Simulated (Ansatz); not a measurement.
# C₃HN₃Si: one molecule under many settings

How do the results and run time of C₃HN₃Si respond when the settings are drawn wide?

Computed with Ansatz 0.2.0, Gaussian basis. Level: the settings change from run to run.

**1. The relaxed structure**

The geometry comes from an earlier relaxation with PBE0-D4 in a triple-zeta def2 set; it is a stationary point, not always the lowest conformer.

SMILES `N#C[SiH](C#N)C#N`, 8 atoms, charge 0, spin multiplicity 1.

Atoms are counted from 1 here; the program's logs count them from 0.

Bond lengths: N1–C2 1.151 Å, C2–Si3 1.830 Å, Si3–C4 1.830 Å, Si3–C6 1.830 Å, Si3–H8 1.470 Å, C4–N5 1.151 Å, C6–N7 1.151 Å. Angles: N1–C2–Si3 178.6°, C2–Si3–C4 108.2°, C2–Si3–C6 108.2°, C2–Si3–H8 110.7°, C4–Si3–C6 108.2°, C4–Si3–H8 110.7°, C6–Si3–H8 110.7°, Si3–C4–N5 178.5°, Si3–C6–N7 178.7°.

**2. r2SCAN50/6-31G***

Set apart from the defaults: density fitting with def2-universal-jkfit, D3(BJ) with three-body dispersion.

in.yaml reads:

```yaml
crystal:
  periodic: [false, false, false]
  atoms:
    - {symbol: N, position_ang: [2.394749, -1.582406, -0.120631]}
    - {symbol: C, position_ang: [1.378117, -1.059047, 0.010323]}
    - {symbol: Si, position_ang: [-0.252128, -0.260109, 0.244223]}
    - {symbol: C, position_ang: [-0.998548, 0.012943, -1.404710]}
    - {symbol: N, position_ang: [-1.492642, 0.168122, -2.432516]}
    - {symbol: C, position_ang: [0.017410, 1.371792, 1.028411]}
    - {symbol: N, position_ang: [0.171593, 2.390018, 1.542258]}
    - {symbol: H, position_ang: [-1.126351, -1.098313, 1.076843]}
basis:
  gaussian: {orbitals: "6-31G*", fitting: {mean_field: def2-universal-jkfit}}
hamiltonian: {xc: {name: r2SCAN50}, dispersion: d3bjatm}
```

Run with:

```sh
$ ansatz run in.yaml --threads 4 --pin off --events-out ev --progress --plain --max-ram 10444MiB
```

Output:

```text
Functional definition: r2SCAN50
  name "r2SCAN50"
  cite "Bursch, Neugebauer, Ehlert & Grimme, J. Chem. Phys. 156, 134105 (2022) doi:10.1063/5.0086040"
  cite "Furness, Kaplan, Ning, Perdew & Sun, J. Phys. Chem. Lett. 11, 8208 (2020) doi:10.1021/acs.jpclett.0c02405"
  cite "Furness, Kaplan, Ning, Perdew & Sun, J. Phys. Chem. Lett. 11, 9248 (2020) doi:10.1021/acs.jpclett.0c03077"
  parent r2scan
  parameter a = 0.5
  parameter k0 = 0.174
  parameter k1 = 0.065
  parameter a1 = 4.9479
  exchange = (1 - a)*r2scan_x(k0 = k0, k1 = k1, a1 = a1) + a*exact_x
  correlation = r2scan_c
602 factors; integrals over basis functions are off by at most 8.1e-2 eV
mean field evaluation 1: about -15458.5410 eV, gradient 5.3e1 eV
mean field evaluation 2: about -15447.4376 eV, gradient 9.0e1 eV
mean field evaluation 4: about -15464.9943 eV, gradient 2.3e0 eV
mean field evaluation 8: about -15465.0097 eV, gradient 1.1e-2 eV
mean field -15465.00968775 eV, -568.3286234647 hartree, gradient 1.2e-5 eV, S^2 0.000000; 0 other end points of the search recorded, 0 dependent functions left out
reference -15465.00969202 eV, -568.3286236215 hartree; 27, 27 occupied and 84, 84 virtual orbitals, 602 factors
Total energy: -15465.09678488 eV, -568.3318242252 hartree
```

It took 1.6 s on 4 threads of Arm Neoverse V1, shared host.

**3. B3LYP5/x2c-TZVPPall**

Edit in.yaml of step 2 so:

```diff
@@ -12,3 +12,4 @@
 basis:
-  gaussian: {orbitals: "6-31G*", fitting: {mean_field: def2-universal-jkfit}}
-hamiltonian: {xc: {name: r2SCAN50}, dispersion: d3bjatm}
+  gaussian: {orbitals: x2c-TZVPPall}
+hamiltonian: {xc: {name: B3LYP5}}
+output: {forces: true}
```

The command is unchanged.

Output, cut to the lines that bear on the results:

```text
Functional definition: B3LYP5
  name "B3LYP5"
  cite "Stephens, Devlin, Chabalowski & Frisch, J. Phys. Chem. 98, 11623 (1994) doi:10.1021/j100096a001"
  cite "Becke, Phys. Rev. A 38, 3098 (1988) doi:10.1103/PhysRevA.38.3098"
  cite "Lee, Yang & Parr, Phys. Rev. B 37, 785 (1988) doi:10.1103/PhysRevB.37.785"
  cite "Vosko, Wilk & Nusair, Can. J. Phys. 58, 1200 (1980) doi:10.1139/p80-159"
[...]
1366 factors; their error is unknown
[...]
mean field -15491.73986733 eV, -569.3109394461 hartree, gradient 3.5e-5 eV, S^2 0.000000; 0 other end points of the search recorded, 0 dependent functions left out
[...]
reference -15491.74013948 eV, -569.3109494474 hartree; 27, 27 occupied and 215, 215 virtual orbitals, 1366 factors
Total energy: -15491.74013948 eV, -569.3109494474 hartree
Relativity: scalar
Atom 0 at     2.394749    -1.582406    -0.120631 Å, force     0.078190    -0.043760    -0.008898 eV/Å
Atom 1 at     1.378117    -1.059047     0.010323 Å, force    -0.000669    -0.011871     0.007864 eV/Å
Atom 2 at    -0.252128    -0.260109     0.244223 Å, force    -0.089857    -0.086666     0.085710 eV/Å
Atom 3 at    -0.998548     0.012943    -1.404710 Å, force    -0.016206    -0.008593     0.002099 eV/Å
Atom 4 at    -1.492642     0.168122    -2.432516 Å, force    -0.038606     0.011293    -0.080623 eV/Å
Atom 5 at     0.017410     1.371792     1.028411 Å, force    -0.006429    -0.000416     0.011758 eV/Å
Atom 6 at     0.171593     2.390018     1.542258 Å, force     0.009346     0.078521     0.042928 eV/Å
Atom 7 at    -1.126351    -1.098313     1.076843 Å, force     0.064231     0.061491    -0.060838 eV/Å
Dipole moment:    -0.356819    -0.342458     0.340027 e Å
```

Run time: 4 s. Hardware: 4 threads of Arm Neoverse V1, shared host; peak memory 0.67 GiB.

Largest force 0.151 eV/Å, dipole 2.88 D.

**4. wPBEh/def2-TZVPD**

Set apart from the defaults: multiplicity 3, coordinates scaled by 1.25.

in.yaml reads:

```yaml
crystal:
  periodic: [false, false, false]
  atoms:
    - {symbol: N, position_ang: [2.993436, -1.978008, -0.150789]}
    - {symbol: C, position_ang: [1.722647, -1.323809, 0.012904]}
    - {symbol: Si, position_ang: [-0.315160, -0.325136, 0.305279]}
    - {symbol: C, position_ang: [-1.248185, 0.016179, -1.755887]}
    - {symbol: N, position_ang: [-1.865802, 0.210152, -3.040646]}
    - {symbol: C, position_ang: [0.021762, 1.714740, 1.285513]}
    - {symbol: N, position_ang: [0.214491, 2.987522, 1.927822]}
    - {symbol: H, position_ang: [-1.407939, -1.372891, 1.346054]}
basis:
  gaussian: {orbitals: def2-TZVPD}
magnetization: {spin_polarized: true, initial_magnetization: 2}
hamiltonian: {xc: {name: wPBEh}}
output: {forces: true}
```

The command is unchanged.

Output, cut to the lines that bear on the results:

```text
Functional definition: wPBEh
  name "wPBEh"
  cite "Heyd, Scuseria & Ernzerhof, J. Chem. Phys. 118, 8207 (2003) doi:10.1063/1.1564060"
  cite "Krukau, Vydrov, Izmaylov & Scuseria, J. Chem. Phys. 125, 224106 (2006) doi:10.1063/1.2404663"
  cite "Heyd & Scuseria, J. Chem. Phys. 120, 7274 (2004) doi:10.1063/1.1668634"
  cite "Ernzerhof & Perdew, J. Chem. Phys. 109, 3313 (1998) doi:10.1063/1.476928"
  cite "Perdew, Burke & Ernzerhof, Phys. Rev. Lett. 77, 3865 (1996) doi:10.1103/PhysRevLett.77.3865"
  parent pbe
[...]
1406 factors; their error is unknown
118 factors; integrals over basis functions are off by at most 1.3e-6 eV
[...]
mean field -15449.31053720 eV, -567.7516903233 hartree, gradient 1.9e-6 eV, S^2 2.072804; 10 other end points of the search recorded, 0 dependent functions left out
[...]
reference -15449.31059412 eV, -567.7516924150 hartree; 28, 26 occupied and 246, 248 virtual orbitals, 1406 factors
Total energy: -15449.31059412 eV, -567.7516924150 hartree
Atom 0 at     2.993436    -1.978008    -0.150789 Å, force   -11.072598     5.853134     1.343333 eV/Å
Atom 1 at     1.722647    -1.323809     0.012904 Å, force     9.929136    -5.598236    -1.012082 eV/Å
Atom 2 at    -0.315160    -0.325136     0.305279 Å, force    -0.138342    -0.132775     0.125410 eV/Å
Atom 3 at    -1.248185     0.016179    -1.755887 Å, force    -5.314645     1.250337   -10.064251 eV/Å
Atom 4 at    -1.865802     0.210152    -3.040646 Å, force     5.536506    -1.608735    11.211204 eV/Å
Atom 5 at     0.021762     1.714740     1.285513 Å, force     1.225222     9.959884     5.497304 eV/Å
Atom 6 at     0.214491     2.987522     1.927822 Å, force    -1.589749   -11.089029    -5.743898 eV/Å
Atom 7 at    -1.407939    -1.372891     1.346054 Å, force     1.424470     1.365420    -1.357021 eV/Å
Dipole moment:    -0.330044    -0.316627     0.317928 e Å
```

Run time: 99 s. Hardware: 4 threads of Arm Neoverse V1, shared host; peak memory 1.5 GiB.

Largest force 12.607 eV/Å, dipole 2.68 D, ⟨S²⟩ 2.073.

**5. B3LYP5/6-31++G****

This run has atoms shaken by 0.08 Å, finite nuclei.

in.yaml reads:

```yaml
crystal:
  periodic: [false, false, false]
  atoms:
    - {symbol: N, position_ang: [2.373077, -1.523166, -0.071456]}
    - {symbol: C, position_ang: [1.302466, -1.067026, 0.045855]}
    - {symbol: Si, position_ang: [-0.274265, -0.329246, 0.318790]}
    - {symbol: C, position_ang: [-1.091157, -0.092122, -1.384584]}
    - {symbol: N, position_ang: [-1.560190, 0.113503, -2.556687]}
    - {symbol: C, position_ang: [0.170581, 1.524172, 1.127181]}
    - {symbol: N, position_ang: [0.328991, 2.408970, 1.409574]}
    - {symbol: H, position_ang: [-1.038499, -1.091922, 0.968532]}
basis:
  gaussian: {orbitals: "6-31++G**", nuclear_model: gaussian}
hamiltonian: {xc: {name: B3LYP5}}
```

The command is unchanged.

Output, cut to the lines that bear on the results:

```text
Functional definition: B3LYP5
  name "B3LYP5"
  cite "Stephens, Devlin, Chabalowski & Frisch, J. Phys. Chem. 98, 11623 (1994) doi:10.1021/j100096a001"
  cite "Becke, Phys. Rev. A 38, 3098 (1988) doi:10.1103/PhysRevA.38.3098"
  cite "Lee, Yang & Parr, Phys. Rev. B 37, 785 (1988) doi:10.1103/PhysRevB.37.785"
  cite "Vosko, Wilk & Nusair, Can. J. Phys. 58, 1200 (1980) doi:10.1139/p80-159"
[...]
1447 factors; their error is unknown
[...]
mean field -15461.35527083 eV, -568.1943261201 hartree, gradient 3.7e-5 eV, S^2 0.000000; 0 other end points of the search recorded, 0 dependent functions left out
reference -15461.35560551 eV, -568.1943384194 hartree; 27, 27 occupied and 116, 116 virtual orbitals, 1447 factors
Total energy: -15461.35560551 eV, -568.1943384194 hartree
```

Wall time 1.8 s (4 threads of Arm Neoverse V1, shared host); peak memory 0.29 GiB.

**6. PBE0-DH/def2-mTZVP**

Options: unrestricted orbitals.

in.yaml reads:

```yaml
crystal:
  periodic: [false, false, false]
  atoms:
    - {symbol: N, position_ang: [2.394749, -1.582406, -0.120631]}
    - {symbol: C, position_ang: [1.378117, -1.059047, 0.010323]}
    - {symbol: Si, position_ang: [-0.252128, -0.260109, 0.244223]}
    - {symbol: C, position_ang: [-0.998548, 0.012943, -1.404710]}
    - {symbol: N, position_ang: [-1.492642, 0.168122, -2.432516]}
    - {symbol: C, position_ang: [0.017410, 1.371792, 1.028411]}
    - {symbol: N, position_ang: [0.171593, 2.390018, 1.542258]}
    - {symbol: H, position_ang: [-1.126351, -1.098313, 1.076843]}
basis:
  gaussian: {orbitals: def2-mTZVP}
magnetization: {spin_polarized: true, initial_magnetization: 0}
hamiltonian: {xc: {name: PBE0-DH}}
output: {forces: true}
```

Launched as before.

Output, cut to the lines that bear on the results:

```text
Functional definition: PBE0-DH
  name "PBE0-DH"
  cite "Brémond & Adamo, J. Chem. Phys. 135, 024106 (2011) doi:10.1063/1.3604569"
  cite "Perdew, Burke & Ernzerhof, Phys. Rev. Lett. 77, 3865 (1996) doi:10.1103/PhysRevLett.77.3865"
[...]
1208 factors; integrals over basis functions are off by at most 6.4e-4 eV
[...]
mean field -15457.83203843 eV, -568.0648497175 hartree, gradient 5.9e-6 eV, S^2 0.000000; 0 other end points of the search recorded, 0 dependent functions left out
11 core orbitals not correlated: weight in the atoms' cores, before any rotation towards them, 1.000 or more for the frozen orbitals, at most 0.000 for the correlated occupied ones
reference -15457.83205874 eV, -568.0648504638 hartree; 16, 16 occupied and 112, 112 virtual orbitals, 1208 factors
second order -33.23892256 eV of doubles, -0.00000000 eV of singles
[...]
Total energy: -15461.98692406 eV, -568.2175389481 hartree
Atom 0 at     2.394749    -1.582406    -0.120631 Å, force     0.173236    -0.089633    -0.022904 eV/Å
Atom 1 at     1.378117    -1.059047     0.010323 Å, force    -0.149633     0.071156     0.023694 eV/Å
Atom 2 at    -0.252128    -0.260109     0.244223 Å, force    -0.053871    -0.052236     0.051466 eV/Å
Atom 3 at    -0.998548     0.012943    -1.404710 Å, force     0.062112    -0.027996     0.153240 eV/Å
Atom 4 at    -1.492642     0.168122    -2.432516 Å, force    -0.081594     0.027511    -0.176735 eV/Å
Atom 5 at     0.017410     1.371792     1.028411 Å, force    -0.025202    -0.149874    -0.069996 eV/Å
Atom 6 at     0.171593     2.390018     1.542258 Å, force     0.025432     0.173661     0.088071 eV/Å
Atom 7 at    -1.126351    -1.098313     1.076843 Å, force     0.049519     0.047412    -0.046837 eV/Å
Dipole moment:    -0.366955    -0.352154     0.349683 e Å
```

Run time: 9 s. Hardware: 4 threads of Arm Neoverse V1, shared host; peak memory 0.85 GiB.

Largest force 0.197 eV/Å, dipole 2.96 D, ⟨S²⟩ 0.000.

**7. revPBE/def2-mTZVP**

Set apart from the defaults: D3(BJ) with three-body dispersion, the search for lower states set to full.

Edit in.yaml of step 6 so:

```diff
@@ -13,4 +13,3 @@
   gaussian: {orbitals: def2-mTZVP}
-magnetization: {spin_polarized: true, initial_magnetization: 0}
-hamiltonian: {xc: {name: PBE0-DH}}
-output: {forces: true}
+hamiltonian: {xc: {name: revPBE}, dispersion: d3bjatm}
+scf: {lower_state_search: full}
```

Same command.

Output:

```text
Functional definition: revPBE
  name "revPBE"
  cite "Zhang & Yang, Phys. Rev. Lett. 80, 890 (1998) doi:10.1103/PhysRevLett.80.890"
  cite "Perdew, Burke & Ernzerhof, Phys. Rev. Lett. 77, 3865 (1996) doi:10.1103/PhysRevLett.77.3865"
  parameter kappa = 1.245
  parameter beta = 0.06672455060314922
  exchange = pbe_x(kappa = kappa, mu = beta*pi^2/3)
  correlation = pbe_c(beta = beta)
1224 factors; their error is unknown
mean field evaluation 1: about -15459.4436 eV, gradient 7.7e1 eV
mean field evaluation 2: about -15395.2017 eV, gradient 1.8e2 eV
mean field evaluation 4: about -15471.9354 eV, gradient 1.1e1 eV
mean field evaluation 8: about -15472.1851 eV, gradient 1.9e-1 eV
mean field evaluation 16: about -15472.1709 eV, gradient 1.8e-4 eV
mean field -15472.17086832 eV, -568.5917919965 hartree, gradient 5.4e-5 eV, S^2 0.000000; 0 other end points of the search recorded, 0 dependent functions left out
reference -15472.17091837 eV, -568.5917938359 hartree; 27, 27 occupied and 112, 112 virtual orbitals, 1224 factors
Total energy: -15472.70310646 eV, -568.6113513874 hartree
```

Wall time 1.1 s (4 threads of Arm Neoverse V1, shared host).

**8. B97/def2-SVPD**

This run has multiplicity 3, high accuracy, the search for lower states set to off.

Edit in.yaml of step 7 so:

```diff
@@ -12,4 +12,6 @@
 basis:
-  gaussian: {orbitals: def2-mTZVP}
-hamiltonian: {xc: {name: revPBE}, dispersion: d3bjatm}
-scf: {lower_state_search: full}
+  gaussian: {orbitals: def2-SVPD}
+magnetization: {spin_polarized: true, initial_magnetization: 2}
+hamiltonian: {xc: {name: B97}}
+accuracy: high
+scf: {lower_state_search: off}
```

Launched as before.

Output, cut to the lines that bear on the results:

```text
Functional definition: B97
  name "B97"
  cite "Becke, J. Chem. Phys. 107, 8554 (1997) doi:10.1063/1.475007"
[...]
      + integral(e_c_pw_opposite_spin*poly(b97_u_opposite, cos0, cos1, cos2))
[...]
3029 factors; integrals over basis functions are off by at most 3.4e-9 eV
[...]
mean field -15455.53667295 eV, -567.9804965920 hartree, gradient 2.9e-8 eV, S^2 2.005090; 0 other end points of the search recorded, 0 dependent functions left out
reference -15455.53667603 eV, -567.9804967052 hartree; 28, 26 occupied and 124, 126 virtual orbitals, 3029 factors
Total energy: -15455.53667603 eV, -567.9804967052 hartree
Checks for a lower state left out: stability, starts, cluster_reference, orbital_swaps, neighbouring_geometries, increment
```

Run time: 2.7 min. Hardware: 4 threads of Arm Neoverse V1, shared host; peak memory 1.3 GiB.

⟨S²⟩ 2.005.

**9. LC-wPBE/6-31++G****

Set apart from the defaults: density fitting with cc-pVTZ-jkfit.

Edit in.yaml of step 8 so:

```diff
@@ -12,6 +12,4 @@
 basis:
-  gaussian: {orbitals: def2-SVPD}
-magnetization: {spin_polarized: true, initial_magnetization: 2}
-hamiltonian: {xc: {name: B97}}
-accuracy: high
-scf: {lower_state_search: off}
+  gaussian: {orbitals: "6-31++G**", fitting: {mean_field: cc-pVTZ-jkfit}}
+hamiltonian: {xc: {name: LC-wPBE}}
+output: {forces: true}
```

The command is unchanged.

Output, cut to the lines that bear on the results:

```text
Functional definition: LC-wPBE
  name "LC-wPBE"
  cite "Vydrov & Scuseria, J. Chem. Phys. 125, 234109 (2006) doi:10.1063/1.2409292"
  cite "Heyd & Scuseria, J. Chem. Phys. 120, 7274 (2004) doi:10.1063/1.1668634"
  cite "Ernzerhof & Perdew, J. Chem. Phys. 109, 3313 (1998) doi:10.1063/1.476928"
  cite "Perdew, Burke & Ernzerhof, Phys. Rev. Lett. 77, 3865 (1996) doi:10.1103/PhysRevLett.77.3865"
  parent pbe
[...]
625 factors; integrals over basis functions are off by at most 1.9e-1 eV
625 factors; integrals over basis functions are off by at most 1.5e-3 eV
[...]
mean field -15464.47885753 eV, -568.3091158139 hartree, gradient 4.1e-5 eV, S^2 0.000000; 0 other end points of the search recorded, 0 dependent functions left out
[...]
reference -15464.47885754 eV, -568.3091158143 hartree; 27, 27 occupied and 116, 116 virtual orbitals, 625 factors
Total energy: -15464.47885754 eV, -568.3091158143 hartree
Atom 0 at     2.394749    -1.582406    -0.120631 Å, force     0.442976    -0.230061    -0.056811 eV/Å
Atom 1 at     1.378117    -1.059047     0.010323 Å, force    -0.291067     0.150444     0.038231 eV/Å
Atom 2 at    -0.252128    -0.260109     0.244223 Å, force    -0.138284    -0.133050     0.131794 eV/Å
Atom 3 at    -0.998548     0.012943    -1.404710 Å, force     0.137931    -0.045895     0.296386 eV/Å
Atom 4 at    -1.492642     0.168122    -2.432516 Å, force    -0.214343     0.067877    -0.449533 eV/Å
Atom 5 at     0.017410     1.371792     1.028411 Å, force    -0.042701    -0.291770    -0.148133 eV/Å
Atom 6 at     0.171593     2.390018     1.542258 Å, force     0.065238     0.443921     0.226073 eV/Å
Atom 7 at    -1.126351    -1.098313     1.076843 Å, force     0.040250     0.038534    -0.038007 eV/Å
Dipole moment:    -0.372944    -0.357907     0.355375 e Å
```

It took 1.6 s on 4 threads of Arm Neoverse V1, shared host; peak memory 0.29 GiB.

Largest force 0.503 eV/Å, dipole 3.01 D.

**10. BHLYP/cc-pVTZ**

This run has finite nuclei, D3(BJ) with three-body dispersion, high accuracy.

Edit in.yaml of step 9 so:

```diff
@@ -12,4 +12,4 @@
 basis:
-  gaussian: {orbitals: "6-31++G**", fitting: {mean_field: cc-pVTZ-jkfit}}
-hamiltonian: {xc: {name: LC-wPBE}}
-output: {forces: true}
+  gaussian: {orbitals: cc-pVTZ, nuclear_model: gaussian}
+hamiltonian: {xc: {name: BHLYP}, dispersion: d3bjatm}
+accuracy: high
```

Launched as before.

Output:

```text
Functional definition: BHLYP
  name "BHLYP"
  cite "Becke, J. Chem. Phys. 98, 1372 (1993) doi:10.1063/1.464304"
  cite "Becke, Phys. Rev. A 38, 3098 (1988) doi:10.1103/PhysRevA.38.3098"
  cite "Lee, Yang & Parr, Phys. Rev. B 37, 785 (1988) doi:10.1103/PhysRevB.37.785"
  parameter a = 0.5
  exchange = (1 - a)*b88_x + a*exact_x
  correlation = lyp_c
3759 factors; integrals over basis functions are off by at most 4.9e-8 eV
mean field evaluation 1: about -15463.4080 eV, gradient 6.2e1 eV
mean field evaluation 2: about -15450.1979 eV, gradient 1.0e2 eV
mean field evaluation 4: about -15471.4260 eV, gradient 3.2e0 eV
mean field evaluation 8: about -15471.7594 eV, gradient 2.0e-1 eV
mean field evaluation 16: about -15471.7595 eV, gradient 3.7e-5 eV
mean field -15471.75946646 eV, -568.5766732573 hartree, gradient 1.4e-8 eV, S^2 0.000000; 0 other end points of the search recorded, 0 dependent functions left out
reference -15471.75949500 eV, -568.5766743060 hartree; 27, 27 occupied and 201, 201 virtual orbitals, 3759 factors
Total energy: -15472.09250921 eV, -568.5889123524 hartree
```

It took 11 s on 4 threads of Arm Neoverse V1, shared host; peak memory 1.3 GiB.

**11. The runs in one table**

| level | charge | multiplicity | geometry | functions | energy (eV) | time |
| --- | --- | --- | --- | --- | --- | --- |
| r2SCAN50/6-31G* | 0 | 1 | relaxed | 111 | -15465.097 | 1.6 s |
| B3LYP5/x2c-TZVPPall | 0 | 1 | relaxed | 242 | -15491.740 | 4 s |
| wPBEh/def2-TZVPD | 0 | 3 | scaled | 274 | -15449.311 | 99 s |
| B3LYP5/6-31++G** | 0 | 1 | shaken | 143 | -15461.356 | 1.8 s |
| PBE0-DH/def2-mTZVP | 0 | 1 | relaxed | 139 | -15461.987 | 9 s |
| revPBE/def2-mTZVP | 0 | 1 | relaxed | 139 | -15472.703 | 1.1 s |
| B97/def2-SVPD | 0 | 3 | relaxed | 152 | -15455.537 | 2.7 min |
| LC-wPBE/6-31++G** | 0 | 1 | relaxed | 143 | -15464.479 | 1.6 s |
| BHLYP/cc-pVTZ | 0 | 1 | relaxed | 228 | -15472.093 | 11 s |

**12. Summary of results**

```
                                         quantity                     value
                                             runs                         9
                                         quickest  revPBE/def2-mTZVP, 1.1 s
                                          slowest    B97/def2-SVPD, 2.7 min
spread of total energies, same state and geometry                   29.8 eV
                  dipole, same state and geometry            2.88 to 3.01 D
```

B97/def2-SVPD took 147 times as long as revPBE/def2-mTZVP. The jobs differ in tasks and options as well as level. The totals spread over 30 eV; they can't be compared across methods or bases. Some of these runs are scalar-relativistic and others not, which shifts the totals of all-electron atoms past neon by eV; core potentials, where a basis has them, take the core out of the total altogether. At the PBE0-D4/def2-TZVP geometry and in the same state, runs without warnings or point charges leave forces up to 0.50 eV/Å (LC-wPBE/6-31++G**). At that geometry and state the dipole changes by 5 % between the lowest and highest value.
